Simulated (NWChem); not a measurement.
# the pair GeHBr···H2S, step by step

Wanted: the energy (singlet GeH3SBr, B3LYP-D2/def2-SVP), then the energy (singlet GeHBr, B3LYP-D2/def2-SVP), then the energy (singlet H2S, B3LYP-D2/def2-SVP), then a single-point energy (singlet GeHBr, B3LYP-D2/def2-SVP), then a single-point energy (singlet H2S, B3LYP-D2/def2-SVP) of BrGeH3S and its partners. 

The results are computed with NWChem 7.3.0.

## Step 1: The system as given

GeH3SBr: 6 atoms, total charge 0, spin state singlet. The two molecules were placed rigidly side by side, at 1.3 times their contact distance; the pair isn't optimised.

Bond lengths: Ge1–Br2 2.339 Å, Ge1–H3 1.598 Å, S4–H5 1.341 Å, S4–H6 1.341 Å. Angles: Br2–Ge1–H3 93.3°, H5–S4–H6 92.3°.

## Step 2: The energy at B3LYP-D2/def2-SVP (run 1)

a.nw reads:

```
start a
title "BrGeH3S"
memory total 2200 mb

geometry units angstroms noautosym nocenter noautoz
Ge     0.363070    -0.838270     0.098430
Br     0.677270     1.438830     0.530330
H     -1.040330    -0.600570    -0.628770
S     -3.266020     2.279800     3.035510
H     -4.348420     2.590320     3.764040
H     -3.344430     3.420310     2.334020
end

basis spherical bse
* library def2-SVP
end

dft
xc b3lyp
disp vdw 2
grid fine
convergence energy 1e-08
maxiter 100
mulliken
print low
end

task dft energy
```

Command:

```console
$ nwchem a.nw > a.out
```

Log (excerpt; [...] marks lines left out):

```text
[...]
 d= 0,ls=0.0,diis     1  -5050.4979183614 -5.46D+03  1.32D-02  4.61D-01     2.2
[...]
 d= 0,ls=0.0,diis     8  -5050.5581684022  4.82D-11  4.66D-06  3.65D-07    12.8
         Total DFT energy =    -5050.558168402188
      One electron energy =    -7842.566042345569
           Coulomb energy =     2581.350433673997
    Exchange-Corr. energy =     -197.236360313513
 Nuclear repulsion energy =      407.895397436635
    Dispersion correction =       -0.001596853738
[...]
      Total Density - Mulliken Population Analysis
     ---------------------------------------------
    Atom       Charge   Shell Charges
 -----------   ------   -------------------------------------------------------
    1 Ge  32    31.65   2.00  2.00  2.00  1.52  0.36  6.00  5.97  0.96  0.75  8.08  1.82  0.19
    2 Br  35    35.24   2.00  2.00  1.99  1.46  0.51  6.00  5.98  2.36  2.92  8.19  1.75  0.08
    3 H    1     1.11   0.72  0.38  0.01
    4 S   16    16.10   2.00  1.98  1.25  0.60  5.93  1.83  2.47  0.05
    5 H    1     0.95   0.72  0.20  0.03
    6 H    1     0.95   0.72  0.19  0.03
[...]
```

It took 14 s on 1 thread of Intel Xeon Platinum 8488C (Sapphire Rapids), shared host; peak memory 0.11 GiB.

## Step 3: GeHBr: a single-point energy at B3LYP-D2/def2-SVP (run 2)

a.nw reads:

```
START a
TITLE "BrGeH B3LYP"
memory 2200 mb

GEOMETRY noautosym nocenter noautoz
  Ge     0.363070    -0.838270     0.098430
  Br     0.677270     1.438830     0.530330
  H     -1.040330    -0.600570    -0.628770
END

BASIS spherical bse
  * library def2-SVP
END

DFT
  xc b3lyp
  disp vdw 2
  grid fine
  convergence energy 1e-08
  iterations 100
  mulliken
  print low
END

TASK dft energy
```

Command:

```console
$ nwchem a.nw > a.out
```

Log (excerpt; [...] marks lines left out):

```text
[...]
 d= 0,ls=0.0,diis     1  -4651.2338196893 -4.92D+03  1.73D-02  3.17D-01     1.4
[...]
 d= 0,ls=0.0,diis     8  -4651.2749440720 -1.27D-09  4.26D-06  1.35D-07     7.6
         Total DFT energy =    -4651.274944072033
      One electron energy =    -7016.439252891912
           Coulomb energy =     2265.606032187480
    Exchange-Corr. energy =     -170.806386613200
 Nuclear repulsion energy =      270.365387250867
    Dispersion correction =       -0.000724005268
[...]
      Total Density - Mulliken Population Analysis
     ---------------------------------------------
    Atom       Charge   Shell Charges
 -----------   ------   -------------------------------------------------------
    1 Ge  32    31.65   2.00  2.00  2.00  1.52  0.36  6.00  5.97  0.96  0.75  8.08  1.82  0.19
    2 Br  35    35.24   2.00  2.00  1.99  1.46  0.51  6.00  5.98  2.36  2.92  8.19  1.75  0.08
    3 H    1     1.11   0.72  0.38  0.01
[...]
```

Wall time 8.4 s (1 thread of Intel Xeon Platinum 8488C (Sapphire Rapids), shared host); peak memory 0.11 GiB.

## Step 4: H2S: the energy at B3LYP-D2/def2-SVP (run 3)

mymol.nw reads:

```
start mymol
memory stack 880 mb heap 220 mb global 1100 mb

geometry units angstrom noautosym nocenter noautoz
  S       -3.266020       2.279800       3.035510
  H       -4.348420       2.590320       3.764040
  H       -3.344430       3.420310       2.334020
end

basis spherical bse
  * library def2-SVP
end

dft
  xc b3lyp
  disp vdw 2
  grid fine
  convergence energy 1e-08
  maxiter 100
  mulliken
  print low
end

task dft energy
```

Command:

```console
$ nwchem mymol.nw > mymol.out
```

Log (excerpt; [...] marks lines left out):

```text
[...]
 d= 0,ls=0.0,diis     1   -399.2631645505 -4.12D+02  1.64D-02  1.46D-01     0.2
[...]
 d= 0,ls=0.0,diis     7   -399.2824969601 -1.44D-09  9.72D-08  4.37D-12     0.9
         Total DFT energy =     -399.282496960147
      One electron energy =     -576.652095793986
           Coulomb energy =      190.901161818832
    Exchange-Corr. energy =      -26.430289901081
 Nuclear repulsion energy =       12.899092651155
    Dispersion correction =       -0.000365735067
[...]
      Total Density - Mulliken Population Analysis
     ---------------------------------------------
    Atom       Charge   Shell Charges
 -----------   ------   -------------------------------------------------------
    1 S   16    16.10   2.00  1.98  1.25  0.60  5.93  1.83  2.47  0.05
    2 H    1     0.95   0.72  0.20  0.03
    3 H    1     0.95   0.72  0.20  0.03
[...]
```

It took 1.5 s on 1 thread of Intel Xeon Platinum 8488C (Sapphire Rapids), shared host; peak memory 0.11 GiB.

## Step 5: GeHBr among ghost functions: the energy at B3LYP-D2/def2-SVP (with ghost functions) (run 4)

work.nw reads:

```
echo
start work
title "BrGeH"
memory 2200 mb
geometry units bohr noautosym nocenter noautoz
  Ge   0.68610286  -1.58410072   0.18600574
  Br   1.27985481   2.71899464   1.00217846
  H   -1.96593878  -1.13491282  -1.18820310
  bqS     -6.171883     4.308198     5.736283
  bqH     -8.217323     4.894995     7.113005
  bqH     -6.320057     6.463449     4.410659
end
basis spherical bse
  Ge library def2-SVP
  Br library def2-SVP
  H library def2-SVP
  bqS library S def2-SVP
  bqH library H def2-SVP
end
dft
  xc b3lyp
  disp vdw 2
  grid fine
  convergence energy 1e-08
  maxiter 100
  mulliken
  print low
end
task dft energy
```

Command:

```console
$ nwchem work.nw > work.out
```

Log (excerpt; [...] marks lines left out):

```text
[...]
 d= 0,ls=0.0,diis     1  -4651.2339262546 -4.92D+03  1.23D-02  3.17D-01     2.1
[...]
 d= 0,ls=0.0,diis     8  -4651.2750485139 -1.27D-09  3.03D-06  1.36D-07    12.4
         Total DFT energy =    -4651.275048513892
      One electron energy =    -7016.431395169534
           Coulomb energy =     2265.597851874284
    Exchange-Corr. energy =     -170.806148827960
 Nuclear repulsion energy =      270.365367614575
    Dispersion correction =       -0.000724005257
[...]
      Total Density - Mulliken Population Analysis
     ---------------------------------------------
    Atom       Charge   Shell Charges
 -----------   ------   -------------------------------------------------------
    1 Ge  32    31.65   2.00  2.00  2.00  1.52  0.36  6.00  5.97  0.96  0.75  8.08  1.82  0.19
    2 Br  35    35.24   2.00  2.00  1.99  1.46  0.51  6.00  5.98  2.36  2.92  8.19  1.75  0.08
    3 H    1     1.11   0.72  0.38  0.01
    4 X    0     0.00   0.00  0.00 -0.00  0.00  0.00 -0.00  0.00 -0.00
    5 X    0     0.00   0.00  0.00 -0.00
    6 X    0     0.00  -0.00  0.00 -0.00
[...]
```

Wall time 13 s (1 thread of Intel Xeon Platinum 8488C (Sapphire Rapids), shared host); peak memory 0.12 GiB.

## Step 6: H2S among ghost functions: the energy at B3LYP-D2/def2-SVP (with ghost functions) (run 5)

mymol.nw reads:

```
start mymol
memory stack 880 mb heap 220 mb global 1100 mb
charge 0

geometry noautosym nocenter noautoz
  S       -3.266020       2.279800       3.035510
  H       -4.348420       2.590320       3.764040
  H       -3.344430       3.420310       2.334020
  bqGe     0.363070    -0.838270     0.098430
  bqBr     0.677270     1.438830     0.530330
  bqH     -1.040330    -0.600570    -0.628770
end

basis "ao basis" spherical bse
  S library def2-SVP
  H library def2-SVP
  bqGe library Ge def2-SVP
  bqBr library Br def2-SVP
  bqH library H def2-SVP
end

dft
  xc b3lyp
  mult 1
  disp vdw 2
  grid fine
  convergence energy 1e-08
  iterations 100
  mulliken
  noprint "final vectors analysis"
end

task dft energy
```

Command:

```console
$ nwchem mymol.nw > mymol.out
```

Log (excerpt; [...] marks lines left out):

```text
[...]
          Wavefunction type:  closed shell.
          No. of atoms     :     6
          No. of electrons :    18
[...]
          Charge           :     0
          Spin multiplicity:     1
[...]
          AO basis - number of functions:    97
[...]
              XC Information
              --------------
                         B3LYP Method XC Potential
                     Hartree-Fock (Exact) Exchange  0.200
                        Slater Exchange Functional  0.800 local
                    Becke 1988 Exchange Functional  0.720 non-local
              Lee-Yang-Parr Correlation Functional  0.810
                  VWN I RPA Correlation Functional  0.190 local
[...]
 d= 0,ls=0.0,diis     1   -399.2632367908 -4.12D+02  4.73D-03  1.46D-01     1.3
[...]
 d= 0,ls=0.0,diis     7   -399.2825720650 -1.45D-09  3.28D-08  5.57D-12     8.8
         Total DFT energy =     -399.282572065027
      One electron energy =     -576.649782924298
           Coulomb energy =      190.898552706741
    Exchange-Corr. energy =      -26.430068763558
 Nuclear repulsion energy =       12.899092651155
    Dispersion correction =       -0.000365735067
[...]
      Total Density - Mulliken Population Analysis
     ---------------------------------------------
    Atom       Charge   Shell Charges
 -----------   ------   -------------------------------------------------------
    1 S   16    16.10   2.00  1.98  1.25  0.60  5.93  1.83  2.47  0.05
    2 H    1     0.95   0.72  0.20  0.03
    3 H    1     0.95   0.72  0.20  0.03
    4 X    0     0.00  -0.00 -0.00 -0.00 -0.00  0.00 -0.00 -0.00 -0.00  0.00 -0.00 -0.00 -0.00
    5 X    0     0.00   0.00  0.00  0.00 -0.00 -0.00 -0.00  0.00 -0.00  0.00 -0.00 -0.00  0.00
    6 X    0    -0.00  -0.00 -0.00 -0.00
[...]
```

Wall time 9.6 s (1 thread of Intel Xeon Platinum 8488C (Sapphire Rapids), shared host); peak memory 0.12 GiB.

## Step 7: Results

| quantity | value |
| --- | --- |
| run 1, B3LYP-D2/def2-SVP: total energy | -5050.55817 Eh |
| run 1, B3LYP-D2/def2-SVP: dispersion energy | -4.19 kJ/mol |
| GeHBr: total energy | -4651.27494 Eh |
| GeHBr: dispersion energy | -1.90 kJ/mol |
| H2S: total energy | -399.28250 Eh |
| H2S: dispersion energy | -0.96 kJ/mol |
| GeHBr among ghost functions: total energy | -4651.27505 Eh |
| GeHBr among ghost functions: dispersion energy | -1.90 kJ/mol |
| H2S among ghost functions: total energy | -399.28257 Eh |
| H2S among ghost functions: dipole moment | 1.25 D |
| H2S among ghost functions: dispersion energy | -0.96 kJ/mol |
| interaction energy of the rigid parts GeHBr and H2S (parts in their own basis; closest atoms 4.75 Å apart) | -0.020 eV |
| interaction energy of the rigid parts GeHBr and H2S (parts in the whole basis, counterpoise; closest atoms 4.75 Å apart) | -0.015 eV |

**Reading.** The interaction energy of the rigid parts GeHBr and H2S (parts in their own basis; closest atoms 4.75 Å apart) is −0.02 eV (−0.5 kcal/mol). Without counterpoise this holds the superposition error of the basis. The interaction energy of the rigid parts GeHBr and H2S (parts in the whole basis, counterpoise; closest atoms 4.75 Å apart) is −0.01 eV (−0.3 kcal/mol). The basis-set superposition error is 0.5 kJ/mol. Mulliken charges (run 1, B3LYP-D2/def2-SVP) run from -0.24 on Br2 to +0.35 on Ge1.
